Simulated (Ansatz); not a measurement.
## C2H4SSi, SMILES C#CS[SiH3]: a rigid scan of one bond angle, step by step

With Ansatz 0.2.0, Python API.

The cells in order, each with its output:

In [1]:
```python
import ansatz as az
from ase import Atoms
```

In [2]:
```python
atoms = Atoms(["C", "C", "S", "Si", "H", "H", "H", "H"], positions=[
    [2.1795, 1.116, 0.09],
    [1.436, 0.2248, 0.379],
    [0.4531, -1.0941, 0.8033],
    [-1.3183, -0.6457, -0.1221],
    [2.7529, 1.9786, -0.203],
    [-1.921, 0.6432, 0.4083],
    [-1.1746, -0.5492, -1.5838],
    [-2.3156, -1.7309, 0.1726],
])

# start the scan from a relaxed geometry
first = az.Crystal.molecule_from_ase(atoms).calculation()
first = first.basis(gaussian="6-31G*").functional("pbe0")
first = first.relax(force_tolerance=0.02, max_steps=80)
atoms.positions = first.run(threads=1, pin="off").report["positions_ang"]

rows = []
for angle in [90, 100, 110, 120, 135, 150, 165, 179]:
    bent = atoms.copy()
    bent.set_angle(3, 2, 1, angle, indices=[0, 1, 4])
    job = (
        az.Crystal.molecule_from_ase(bent).calculation()
        .basis(gaussian="6-31G*")
        .functional("pbe0")
    )
    rows.append((angle, job.run(threads=1, pin="off").report["free_energy_ev"]))
floor = min(e for _, e in rows)
for angle, e in rows:
    print(f"angle Si3-S2-C1 = {angle:3d} deg   {1000 * (e - floor):9.1f} meV")
```
```text
angle Si3-S2-C1 =  90 deg        21.8 meV
angle Si3-S2-C1 = 100 deg         0.0 meV
angle Si3-S2-C1 = 110 deg        87.6 meV
angle Si3-S2-C1 = 120 deg       279.8 meV
angle Si3-S2-C1 = 135 deg       735.0 meV
angle Si3-S2-C1 = 150 deg      1311.5 meV
angle Si3-S2-C1 = 165 deg      1850.5 meV
angle Si3-S2-C1 = 179 deg      2112.7 meV
```

The scan is rigid, and the energies are electronic, in a modest basis. The zero is the lowest point of the grid, which needn't be the minimum. It ran for 43 s on 1 thread of Arm Neoverse V1, on a shared host, peak memory 0.22 GiB.
